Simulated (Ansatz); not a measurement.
# Si2Mo (MoSi2 type): the cost of one run

Method: DFT LDA, with the methods named in each step, in Ansatz 0.2.0.

### 1 Starting point

Symmetry: I4/mmm, No. 139, tetragonal system. Conventional cell: a = 3.174 Å, b = 3.174 Å, c = 7.778 Å, α = 90.00°, β = 90.00°, γ = 90.00°. Around Mo (site symmetry 4/mmm) lie 10 Si at 2.58 to 2.61 Å. Around Si (site symmetry 4mm) lie 5 Si at 2.56 to 2.61 Å and 5 Mo at 2.58 to 2.61 Å.

Structure file:

```xyz
3
Lattice="-1.5871 1.5871 3.8888 1.5871 -1.5871 3.8888 1.5871 1.5871 -3.8888" Properties=species:S:1:pos:R:3 pbc="T T T"
Mo    0.0000    0.0000    0.0000
Si    0.0000    0.0000    2.6073
Si    0.0000    0.0000   -2.6073
```

Whether this phase is the stable one at these pressures isn't tested.

Atoms are numbered in the order of the input: Mo1, Si2, Si3.

### 2 The reference volume, LAPW

The input, input.yaml:

```yaml
crystal:
  lattice:
    - [-1.5870619582, 1.5870619582, 3.8887842631]
    - [1.5870619582, -1.5870619582, 3.8887842631]
    - [1.5870619582, 1.5870619582, -3.8887842631]
  atoms:
    - { symbol: Mo, position: [0.0, 0.0, 0.0] }
    - { symbol: Si, position: [0.3352347194, 0.3352347194, 0.0] }
    - { symbol: Si, position: [-0.3352347194, -0.3352347194, 0.0] }
kpoints:
  mp_grid: { grid: [15, 15, 15] }
  band_path:
    path:
      - [0.0, 0.0, 0.0]
      - [0.0, 0.0, 0.5]
      - [0.25, 0.25, 0.25]
      - [0.0, 0.5, 0.0]
      - [0.0, 0.0, 0.0]
      - [0.5, 0.5, -0.5]
      - [0.2916389789, 0.7083610211, -0.2916389789]
      - [-0.2916389789, 0.2916389789, 0.2916389789]
      - [0.0, 0.0, 0.0]
    npoints: 14
scf:
  occupations: { method: fermi_dirac, width: 0.05 }
hamiltonian:
  xc: lda
  pseudopotentials: { kind: all_electron, lapw: { basis_error: 0.001 } }
output:
  forces: true
  stress: true
  eigenvalues: true
  populations: true
  dos: { projected: true, de: 0.2, e_range: [-14, 8] }
```

On the command line:

```bash
ansatz run input.yaml --threads 1 --pin off --max-ram 3072MiB --backend cpu --events-out ev --progress --plain --runs-dir out
```

What time and memory should one allow on 1 thread of AMD EPYC 9R45 (Zen 5), shared host?

About 30 s, with a peak of 0.97 GiB.
